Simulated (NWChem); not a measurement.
# One shape, several levels: CHClGeNO (SMILES O=C=[N][GeH][Cl])

Aim: a comparison of 4 runs (UHF/STO-3G, UHF/3-21G, UB3LYP/6-31G*) of CHClGeNO. 

Program for the calculation: NWChem 7.3.0.

### 1 The system as given

CHClGeNO: 6 atoms, total charge 0, spin state doublet. SMILES: `O=C=[N][GeH][Cl]`. The shape is that of a PBE0-D4/def2-TZVP optimisation. This is one conformer, not always the lowest.

Bond lengths: O1–C2 1.162 Å, C2–N3 1.206 Å, N3–Ge4 1.830 Å, Ge4–Cl5 2.157 Å, Ge4–H6 1.549 Å. Angles: O1–C2–N3 176.3°, C2–N3–Ge4 138.6°, N3–Ge4–Cl5 107.6°, N3–Ge4–H6 105.4°, Cl5–Ge4–H6 108.2°.

### 2 Energy and gradient at UHF/STO-3G (run 1)

run.py

```python
from ase import Atoms
from ase.calculators.nwchem import NWChem

molecule = Atoms(['O', 'C', 'N', 'Ge', 'Cl', 'H'], positions=[
    [0.024100, -1.617100, -2.245100],
    [-0.242900, -1.020000, -1.284700],
    [-0.575200, -0.454300, -0.273000],
    [-0.153300, 1.067300, 0.651100],
    [1.946900, 0.976200, 1.132800],
    [-0.957700, 0.983900, 1.972700],
])

calc = NWChem(
    label='chclgeno',
    theory='scf',
    memory='2200 mb',
    basis='STO-3G',
    basispar='spherical bse',
    scf={'nopen': '1', 'uhf': None, 'thresh': '1e-08', 'maxiter': '80'},
)
molecule.calc = calc

forces = molecule.get_forces()
print("Total energy (eV):", round(molecule.get_potential_energy(), 6))
print("forces (eV/A):")
for s, f in zip(molecule.symbols, forces):
    print(f"{s:2s} {f[0]:10.5f} {f[1]:10.5f} {f[2]:10.5f}")
```

Command:

```bash
$ export ASE_NWCHEM_COMMAND="nwchem PREFIX.nwi > PREFIX.nwo"
$ python run.py
```

Log:

```text
Total energy (eV): -72706.695453
forces (eV/A):
O     0.69399   -1.93774   -2.89285
C    -0.29167    1.47792    1.87860
N     0.24785    2.46564    2.18883
Ge   -1.67235   -2.11252    0.41811
Cl   -0.06479   -0.03913    0.01887
H     1.08696    0.14583   -1.61157
```

The calculator wrote chclgeno.nwi:

```
title "chclgeno"

permanent_dir chclgeno

scratch_dir chclgeno

start chclgeno

geometry units angstrom nocenter noautosym noautoz
  O  2.4100000000000000e-02 -1.6171000000000000e+00 -2.2450999999999999e+00
  C  -2.4290000000000000e-01 -1.0200000000000000e+00 -1.2847000000000000e+00
  N  -5.7520000000000004e-01 -4.5429999999999998e-01 -2.7300000000000002e-01
  Ge -1.5329999999999999e-01 1.0672999999999999e+00 6.5110000000000001e-01
  Cl 1.9469000000000001e+00 9.7619999999999996e-01 1.1328000000000000e+00
  H  -9.5770000000000000e-01 9.8390000000000000e-01 1.9726999999999999e+00
end

memory 2200 mb

basis spherical bse noprint
   * library STO-3G
end

scf
  nopen 1
  uhf
  thresh 1e-08
  maxiter 80
end

task scf gradient
```

chclgeno.nwo:

```text
Northwest Computational Chemistry Package (NWChem) 7.3.0
             --------------------------------------------------------

           Job information
           ---------------

    nwchem branch   = 7.3.0
    use scalapack   = T
    input           = chclgeno.nwi
    prefix          = chclgeno.
    data base       = chclgeno/chclgeno.db
    status          = startup
    nproc           =        1

           Memory information
           ------------------

    heap     =     72089598 doubles =      550.0 Mbytes
    stack    =     72089595 doubles =      550.0 Mbytes
    global   =    144179200 doubles =     1100.0 Mbytes (distinct from heap & stack)
    total    =    288358393 doubles =     2200.0 Mbytes
    verify   = yes
    hardfail = no

[... 41 lines left out ...]
            Nuclear Dipole moment (a.u.)
[... 83 lines left out ...]
 1-e energy   =   -4516.755014
[... 7 lines left out ...]
         Quadratically convergent UHF
[... 15 lines left out ...]
       Final UHF  results
[... 3 lines left out ...]
      One electron energy =  -4509.034808342754
[... 1 line left out ...]
 Nuclear repulsion energy =    387.020372781846
[... 55 lines left out ...]
          Final beta eigenvalues
[... 251 lines left out ...]
                     UHF Final Beta Molecular Orbital Analysis
[... 292 lines left out ...]
                 ----------------------------------------
                 |  Time  |  1-e(secs)   |  2-e(secs)   |
                 ----------------------------------------
                 |  CPU   |       0.00   |       2.88   |
                 ----------------------------------------
                 |  WALL  |       0.00   |       2.88   |
                 ----------------------------------------

 Task  times  cpu:       12.2s     wall:       12.2s
 Total times  cpu:       12.2s     wall:       12.2s
```

Run time: 14 s. Hardware: 1 thread of Intel Xeon Platinum 8259CL at 2.50GHz (Skylake/Cascade Lake), shared host; peak memory 0.099 GiB.

### 3 Energy and forces at UHF/3-21G (run 2)

struct.xyz

```xyz
6

O      0.024100    -1.617100    -2.245100
C     -0.242900    -1.020000    -1.284700
N     -0.575200    -0.454300    -0.273000
Ge    -0.153300     1.067300     0.651100
Cl     1.946900     0.976200     1.132800
H     -0.957700     0.983900     1.972700
```

struct.nw

```
START struct
memory total 2200 mb
charge 0

GEOMETRY noautosym nocenter noautoz
   load format xyz struct.xyz
END

BASIS spherical bse
   * library 3-21G
END

SCF
   doublet
   uhf
   thresh 1e-08
   maxiter 80
END

TASK scf gradient
```

Command:

```bash
$ nwchem struct.nw > struct.out
```

Log:

```text
[...]
  functions       =    64
[...]
  wavefunction    = UHF
[...]
         Total SCF energy =  -2689.512947273007
      One electron energy =  -4513.337557520988
      Two electron energy =   1436.804237466135
 Nuclear repulsion energy =    387.020372781847
                       Sz =      0.5000
                 Sz(Sz+1) =      0.7500
                      S^2 =      0.7551
[...]
                         UHF ENERGY GRADIENTS
    atom               coordinates                        gradient
                 x          y          z           x          y          z
   1 O       0.045542  -3.055876  -4.242624   -0.001259   0.002058   0.003980
   2 C      -0.459014  -1.927521  -2.427731    0.016239  -0.002634  -0.025253
   3 N      -1.086970  -0.858503  -0.515895   -0.023965  -0.013773   0.023282
   4 Ge     -0.289695   2.016905   1.230401    0.042267   0.018333  -0.000313
   5 Cl      3.679108   1.844751   2.140682   -0.030721  -0.000226  -0.006313
   6 H      -1.809791   1.859301   3.727862   -0.002562  -0.003758   0.004618
[...]
```

Wall time 15 s (1 thread of Intel Xeon Platinum 8259CL at 2.50GHz (Skylake/Cascade Lake), shared host); peak memory 0.099 GiB.

### 4 Energy and gradient at UB3LYP/6-31G(d) (spherical functions) (run 3)

chclgeno.xyz

```xyz
6
CHClGeNO
O      0.024100    -1.617100    -2.245100
C     -0.242900    -1.020000    -1.284700
N     -0.575200    -0.454300    -0.273000
Ge    -0.153300     1.067300     0.651100
Cl     1.946900     0.976200     1.132800
H     -0.957700     0.983900     1.972700
```

run.py

```python
from ase.io import read
from ase.calculators.nwchem import NWChem

atoms = read('chclgeno.xyz')

calc = NWChem(
    label='chclgeno',
    theory='dft',
    memory='2200 mb',
    basis='6-31G*',
    basispar='spherical bse',
    dft={'xc': 'b3lyp', 'mult': '2', 'grid': 'fine', 'convergence': 'energy 1e-08', 'iterations': '100', 'mulliken': None},
)
atoms.calc = calc

forces = atoms.get_forces()
print(f"energy = {atoms.get_potential_energy():.6f} eV")
print("forces (eV/A):")
for s, f in zip(atoms.symbols, forces):
    print(f"{s:2s} {f[0]:10.5f} {f[1]:10.5f} {f[2]:10.5f}")
```

Command:

```bash
$ export ASE_NWCHEM_COMMAND="nwchem PREFIX.nwi > PREFIX.nwo"
$ python run.py
```

Log:

```text
energy = -73624.820020 eV
forces (eV/A):
O     0.31378   -0.74413   -1.17870
C    -0.03790    0.20137    0.24657
N    -0.38531    0.17946    0.72865
Ge   -0.41914    0.44881   -0.19186
Cl    0.63002   -0.02376    0.18815
H    -0.10151   -0.06176    0.20713
```

The calculator wrote chclgeno.nwi:

```
title "chclgeno"

permanent_dir chclgeno

scratch_dir chclgeno

start chclgeno

geometry units angstrom nocenter noautosym noautoz
  O  2.4100000000000000e-02 -1.6171000000000000e+00 -2.2450999999999999e+00
  C  -2.4290000000000000e-01 -1.0200000000000000e+00 -1.2847000000000000e+00
  N  -5.7520000000000004e-01 -4.5429999999999998e-01 -2.7300000000000002e-01
  Ge -1.5329999999999999e-01 1.0672999999999999e+00 6.5110000000000001e-01
  Cl 1.9469000000000001e+00 9.7619999999999996e-01 1.1328000000000000e+00
  H  -9.5770000000000000e-01 9.8390000000000000e-01 1.9726999999999999e+00
end

memory 2200 mb

basis spherical bse noprint
   * library 6-31G*
end

dft
  xc b3lyp
  mult 2
  grid fine
  convergence energy 1e-08
  iterations 100
  mulliken
end

task dft gradient
```

chclgeno.nwo:

```text
Northwest Computational Chemistry Package (NWChem) 7.3.0
             --------------------------------------------------------

           Job information
           ---------------

    nwchem branch   = 7.3.0
    use scalapack   = T
    input           = chclgeno.nwi
    prefix          = chclgeno.
    data base       = chclgeno/chclgeno.db
    status          = startup
    nproc           =        1

           Memory information
           ------------------

    heap     =     72089598 doubles =      550.0 Mbytes
    stack    =     72089595 doubles =      550.0 Mbytes
    global   =    144179200 doubles =     1100.0 Mbytes (distinct from heap & stack)
    total    =    288358393 doubles =     2200.0 Mbytes
    verify   = yes
    hardfail = no

[... 122 lines left out ...]
          Convergence on energy requested:  1.00D-08
[... 29 lines left out ...]
          Convergence Information
[... 30 lines left out ...]
 1-e energy   =   -4528.462501
[... 56 lines left out ...]
      One electron energy =    -4528.581246352126
[... 8 lines left out ...]
                    DFT Final Alpha Molecular Orbital Analysis
[... 1462 lines left out ...]
          Convergence on gradient requested:  5.00D-04
[... 30 lines left out ...]
          total energy or number of iterations.
[... 37 lines left out ...]
                 ----------------------------------------
                 |  Time  |  1-e(secs)   |  2-e(secs)   |
                 ----------------------------------------
                 |  CPU   |       0.01   |      22.85   |
                 ----------------------------------------
                 |  WALL  |       0.01   |      22.85   |
                 ----------------------------------------

 Task  times  cpu:       71.7s     wall:       71.7s
 Total times  cpu:       71.8s     wall:       71.8s
```

It took 73 s on 1 thread of Intel Xeon Platinum 8259CL at 2.50GHz (Skylake/Cascade Lake), shared host; peak memory 0.13 GiB.

### 5 Energy and forces at UB3LYP/6-31G(d) (Cartesian functions) (run 4)

calc.xyz

```xyz
6

O      0.024100    -1.617100    -2.245100
C     -0.242900    -1.020000    -1.284700
N     -0.575200    -0.454300    -0.273000
Ge    -0.153300     1.067300     0.651100
Cl     1.946900     0.976200     1.132800
H     -0.957700     0.983900     1.972700
```

run.py

```python
from ase.io import read
from ase.calculators.nwchem import NWChem

mol = read('calc.xyz')

calc = NWChem(
    label='calc',
    theory='dft',
    memory='2200 mb',
    basis='6-31G*',
    dft={'xc': 'b3lyp', 'mult': '2', 'grid': 'fine', 'convergence': 'energy 1e-08', 'iterations': '100', 'mulliken': None},
)
mol.calc = calc

forces = mol.get_forces()
print("Total energy (eV):", round(mol.get_potential_energy(), 6))
print("forces (eV/A):")
for s, f in zip(mol.symbols, forces):
    print(f"{s:2s} {f[0]:10.5f} {f[1]:10.5f} {f[2]:10.5f}")
```

Command:

```bash
$ export ASE_NWCHEM_COMMAND="nwchem PREFIX.nwi > PREFIX.nwo"
$ python run.py
```

Log:

```text
Total energy (eV): -73625.138555
forces (eV/A):
O     0.30144   -0.73174   -1.14908
C    -0.02895    0.21124    0.24384
N    -0.38304    0.15082    0.69317
Ge   -0.43642    0.44604   -0.15540
Cl    0.63121   -0.02257    0.18707
H    -0.08428   -0.05379    0.18034
```

The calculator wrote calc.nwi:

```
title "calc"

permanent_dir calc

scratch_dir calc

start calc

geometry units angstrom nocenter noautosym noautoz
  O  2.4100000000000000e-02 -1.6171000000000000e+00 -2.2450999999999999e+00
  C  -2.4290000000000000e-01 -1.0200000000000000e+00 -1.2847000000000000e+00
  N  -5.7520000000000004e-01 -4.5429999999999998e-01 -2.7300000000000002e-01
  Ge -1.5329999999999999e-01 1.0672999999999999e+00 6.5110000000000001e-01
  Cl 1.9469000000000001e+00 9.7619999999999996e-01 1.1328000000000000e+00
  H  -9.5770000000000000e-01 9.8390000000000000e-01 1.9726999999999999e+00
end

memory 2200 mb

basis noprint
   * library 6-31G*
end

dft
  xc b3lyp
  mult 2
  grid fine
  convergence energy 1e-08
  iterations 100
  mulliken
end

task dft gradient
```

calc.nwo:

```text
Northwest Computational Chemistry Package (NWChem) 7.3.0
             --------------------------------------------------------

           Job information
           ---------------

    nwchem branch   = 7.3.0
    use scalapack   = T
    input           = calc.nwi
    prefix          = calc.
    data base       = calc/calc.db
    status          = startup
    nproc           =        1

           Memory information
           ------------------

    heap     =     72089598 doubles =      550.0 Mbytes
    stack    =     72089595 doubles =      550.0 Mbytes
    global   =    144179200 doubles =     1100.0 Mbytes (distinct from heap & stack)
    total    =    288358393 doubles =     2200.0 Mbytes
    verify   = yes
    hardfail = no

[... 122 lines left out ...]
          Convergence on energy requested:  1.00D-08
[... 29 lines left out ...]
          Convergence Information
[... 30 lines left out ...]
 1-e energy   =   -4528.462507
[... 56 lines left out ...]
      One electron energy =    -4528.513569766445
[... 8 lines left out ...]
                    DFT Final Alpha Molecular Orbital Analysis
[... 1560 lines left out ...]
          Convergence on gradient requested:  5.00D-04
[... 30 lines left out ...]
          total energy or number of iterations.
[... 37 lines left out ...]
                 ----------------------------------------
                 |  Time  |  1-e(secs)   |  2-e(secs)   |
                 ----------------------------------------
                 |  CPU   |       0.01   |      23.02   |
                 ----------------------------------------
                 |  WALL  |       0.01   |      23.02   |
                 ----------------------------------------

 Task  times  cpu:       73.6s     wall:       73.6s
 Total times  cpu:       73.6s     wall:       73.6s
```

Run time: 75 s. Hardware: 1 thread of Intel Xeon Platinum 8259CL at 2.50GHz (Skylake/Cascade Lake), shared host; peak memory 0.13 GiB.

### 6 All runs side by side

```csv
run,level,iteration cap,module,energy (Eh),dipole moment (D),HOMO energy (eV),LUMO energy (eV),wall time
1,UHF/STO-3G,80,scf,-2671.921797,3.28,-7.35,2.88,14 s
2,UHF/3-21G,80,scf,-2689.512947,3.55,-9.88,-0.50,15 s
3,UB3LYP/6-31G* (spherical functions),100,dft,-2705.662253,2.21,-6.66,-4.17,73 s
4,UB3LYP/6-31G* (Cartesian functions),100,dft,-2705.673959,2.21,-6.65,-4.17,75 s
```

### 7 Outcome

| quantity | value |
| --- | --- |
| run 4: total energy | -2705.67396 Eh |
| run 4: dipole moment | 2.21 D |
| run 4: HOMO energy (highest over α and β) | -6.65 eV |
| run 4: LUMO energy (lowest over α and β) | -4.17 eV |
| run 4: ⟨S²⟩ | 0.752 |
| run 4: largest force on an atom | 1.395 eV/Å |

In words: The dipole moment (its size) runs from 2.21 D (UB3LYP/6-31G*) to 3.55 D (UHF/3-21G). The two ends differ in method and basis. In run 1 the basis is minimal, so the values are rough. All runs together took 2.9 min, the longest 75 s.
